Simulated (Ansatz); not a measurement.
**CH₆GeSSi: small, medium and large basis sets**

An exercise on one series of results from a longer session: the logs are not shown, and one member is left open.

Method: one geometry, several basis sets; program: Ansatz 0.2.0, Gaussian basis.

Plan: PBE0-D4/def2-SVP; ωB97M-V/def2-SVP; PBE0-D4/def2-QZVPP; ωB97M-V/def2-QZVPP; the functionals' def2-TZVPP values are taken from earlier runs.

## The geometry

All runs share one geometry, relaxed beforehand with PBE0-D4 in a triple-zeta def2 set.

SMILES `[CH2]1[SiH2][S][GeH2]1`, 10 atoms, charge 0, spin multiplicity 1.

Atoms are counted from 1 here; the program's logs count them from 0.

Bond lengths: C1–Si2 1.883 Å, C1–Ge4 1.968 Å, C1–H5 1.090 Å, C1–H6 1.090 Å, Si2–S3 2.149 Å, Si2–H7 1.487 Å, Si2–H8 1.487 Å, S3–Ge4 2.248 Å, Ge4–H9 1.538 Å, Ge4–H10 1.538 Å. Angles: Si2–C1–Ge4 92.6°, Si2–C1–H5 114.4°, Si2–C1–H6 114.3°, Ge4–C1–H5 112.8°, Ge4–C1–H6 112.7°, H5–C1–H6 109.2°, C1–Si2–S3 97.2°, C1–Si2–H7 113.7°, C1–Si2–H8 113.6°, S3–Si2–H7 112.0°, S3–Si2–H8 112.0°, H7–Si2–H8 108.1°, Si2–S3–Ge4 78.6°, C1–Ge4–S3 91.6°, C1–Ge4–H9 115.3°, C1–Ge4–H10 115.4°, S3–Ge4–H9 111.5°, S3–Ge4–H10 111.5° and more.

As a file:

```
C    -0.7584    0.5294    0.2655
Si   -0.0862    0.0023   -1.4122
S     1.5907   -1.1289   -0.6859
Ge    0.6730   -0.4098    1.2358
H    -0.7494    1.6060    0.4363
H    -1.7495    0.1377    0.4951
H    -1.0288   -0.8389   -2.1964
H     0.3385    1.1418   -2.2680
H     1.6406    0.4945    2.0182
H     0.2127   -1.5853    2.1147
```

Set-up of the first run:

Contents of in.yaml:

```yaml
crystal:
  periodic: [false, false, false]
  atoms:
    - {symbol: C, position_ang: [-0.758354, 0.529394, 0.265481]}
    - {symbol: Si, position_ang: [-0.086188, 0.002297, -1.412188]}
    - {symbol: S, position_ang: [1.590702, -1.128943, -0.685910]}
    - {symbol: Ge, position_ang: [0.672974, -0.409775, 1.235846]}
    - {symbol: H, position_ang: [-0.749446, 1.606033, 0.436349]}
    - {symbol: H, position_ang: [-1.749513, 0.137713, 0.495090]}
    - {symbol: H, position_ang: [-1.028844, -0.838852, -2.196449]}
    - {symbol: H, position_ang: [0.338507, 1.141791, -2.268008]}
    - {symbol: H, position_ang: [1.640565, 0.494519, 2.018209]}
    - {symbol: H, position_ang: [0.212696, -1.585276, 2.114679]}
basis:
  gaussian: {orbitals: def2-SVP}
hamiltonian: {xc: pbe0, dispersion: d4}
output: {orbitals: {seedname: orbitals}}
```

Steps of the session up to this table: PBE0-D4 in def2-SVP; ωB97M-V in def2-SVP; PBE0-D4 in def2-QZVPP; ωB97M-V in def2-QZVPP.

One table of the session follows, with a row left open; its other results are not shown here.

| functional | basis | HOMO (eV) |
| --- | --- | --- |
| PBE0-D4 | def2-SVP | -7.07 |
| PBE0-D4 | def2-TZVPP | -7.14 |
| PBE0-D4 | def2-QZVPP | -7.16 |
| ωB97M-V | def2-SVP | -9.16 |
| ωB97M-V | def2-TZVPP | -9.28 |
| ωB97M-V | def2-QZVPP | ? |

**Question.** Estimate the row for ωB97M-V, def2-QZVPP.

The run gave: HOMO (eV): -9.30. In the column «HOMO (eV)» it is the lowest.
